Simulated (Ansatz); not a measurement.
# LaTi11O24: the cost of one run

Method: DFT, PBE, plane-wave PAW, default files, scalar-relativistic, as far as a step names no other, in Ansatz 0.2.0.

## 1. The system as given

Symmetry: Pmmm, No. 47, orthorhombic system. The conventional cell has a = 6.505 Å, b = 6.505 Å, c = 8.878 Å, α = 90.00°, β = 90.00°, γ = 90.00°. La (site symmetry mmm) has 6 O at 1.95 to 1.98 Å as nearest neighbours. Ti (site symmetry mm2) has 6 O at 1.95 to 1.98 Å as nearest neighbours. Around Ti (site symmetry mmm) lie 6 O at 1.95 to 1.98 Å. Only part of the 16 independent sites is listed.

Coordinates:

```cif
data_structure
_symmetry_space_group_name_H-M 'Pmmm'
_symmetry_Int_Tables_number 47
_cell_length_a 6.5052
_cell_length_b 6.5052
_cell_length_c 8.8776
_cell_angle_alpha 90.000
_cell_angle_beta 90.000
_cell_angle_gamma 90.000
_cell_volume 375.68
loop_
_atom_site_label
_atom_site_type_symbol
_atom_site_symmetry_multiplicity
_atom_site_Wyckoff_symbol
_atom_site_fract_x
_atom_site_fract_y
_atom_site_fract_z
_atom_site_occupancy
La1 La 1 b 0.50000 0.00000 0.00000 1
Ti1 Ti 2 s 0.50000 0.00000 0.33333 1
Ti2 Ti 1 e 0.00000 0.50000 0.00000 1
Ti3 Ti 2 r 0.00000 0.50000 0.33333 1
Ti4 Ti 2 q 0.00000 0.00000 0.16667 1
Ti5 Ti 1 c 0.00000 0.00000 0.50000 1
Ti6 Ti 2 t 0.50000 0.50000 0.16667 1
Ti7 Ti 1 h 0.50000 0.50000 0.50000 1
O1 O 4 w 0.69568 0.00000 0.16667 1
O2 O 2 j 0.69568 0.00000 0.50000 1
O3 O 4 x 0.19568 0.50000 0.16667 1
O4 O 2 l 0.19568 0.50000 0.50000 1
O5 O 2 o 0.50000 0.69568 0.00000 1
O6 O 4 v 0.50000 0.69568 0.33333 1
O7 O 2 m 0.00000 0.19568 0.00000 1
O8 O 4 u 0.00000 0.19568 0.33333 1
```

Atom 1 of the input is the impurity.

## 2. Gradients at the starting positions

input.yaml reads:

```yaml
crystal:
  lattice:
    - [4.5998373239, 4.5998373239, 0.0]
    - [-4.5998373239, 4.5998373239, 0.0]
    - [0.0, 0.0, 8.87764068]
  atoms:
    - { symbol: La, position: [0.5, 0.0, 0.0] }
    - { symbol: Ti, position: [0.5, 0.0, 0.3333333333] }
    - { symbol: Ti, position: [0.5, 0.0, 0.6666666667] }
    - { symbol: Ti, position: [0.0, 0.5, 0.0] }
    - { symbol: Ti, position: [0.0, 0.5, 0.3333333333] }
    - { symbol: Ti, position: [0.0, 0.5, 0.6666666667] }
    - { symbol: Ti, position: [0.0, 0.0, 0.1666666667] }
    - { symbol: Ti, position: [0.0, 0.0, 0.5] }
    - { symbol: Ti, position: [0.0, 0.0, 0.8333333333] }
    - { symbol: Ti, position: [0.5, 0.5, 0.1666666667] }
    - { symbol: Ti, position: [0.5, 0.5, 0.5] }
    - { symbol: Ti, position: [0.5, 0.5, 0.8333333333] }
    - { symbol: O, position: [0.69567868, 0.0, 0.1666666667] }
    - { symbol: O, position: [0.69567868, 0.0, 0.5] }
    - { symbol: O, position: [0.69567868, 0.0, 0.8333333333] }
    - { symbol: O, position: [0.19567868, 0.5, 0.1666666667] }
    - { symbol: O, position: [0.19567868, 0.5, 0.5] }
    - { symbol: O, position: [0.19567868, 0.5, 0.8333333333] }
    - { symbol: O, position: [0.5, 0.69567868, 0.0] }
    - { symbol: O, position: [0.5, 0.69567868, 0.3333333333] }
    - { symbol: O, position: [0.5, 0.69567868, 0.6666666667] }
    - { symbol: O, position: [0.0, 0.19567868, 0.0] }
    - { symbol: O, position: [0.0, 0.19567868, 0.3333333333] }
    - { symbol: O, position: [0.0, 0.19567868, 0.6666666667] }
    - { symbol: O, position: [0.5, 0.30432132, 0.0] }
    - { symbol: O, position: [0.5, 0.30432132, 0.3333333333] }
    - { symbol: O, position: [0.5, 0.30432132, 0.6666666667] }
    - { symbol: O, position: [0.0, 0.80432132, 0.0] }
    - { symbol: O, position: [0.0, 0.80432132, 0.3333333333] }
    - { symbol: O, position: [0.0, 0.80432132, 0.6666666667] }
    - { symbol: O, position: [0.30432132, 0.0, 0.1666666667] }
    - { symbol: O, position: [0.30432132, 0.0, 0.5] }
    - { symbol: O, position: [0.30432132, 0.0, 0.8333333333] }
    - { symbol: O, position: [0.80432132, 0.5, 0.1666666667] }
    - { symbol: O, position: [0.80432132, 0.5, 0.5] }
    - { symbol: O, position: [0.80432132, 0.5, 0.8333333333] }
total_charge: -1
kpoints:
  mp_grid: { grid: [3, 3, 2] }
scf:
  occupations: { method: fermi_dirac, width: 0.01 }
hamiltonian:
  xc: pbe
  pseudopotentials: { kind: paw }
output:
  forces: true
  stress: true
  populations: true
  efg:
    quadrupole_moments_barn: { La: 0.206, Ti: 0.247, O: -0.02558 }
    contact_densities: true
```

Command:

```bash
$ ansatz run input.yaml --threads 1 --pin off --max-ram 3072MiB --backend cpu --events-out ev --progress --plain --runs-dir out
```

Q: Estimate wall time and peak memory on 1 thread of Intel Xeon 6975P-C (Granite Rapids), shared host.

About 44 s, with a peak of 1.1 GiB.
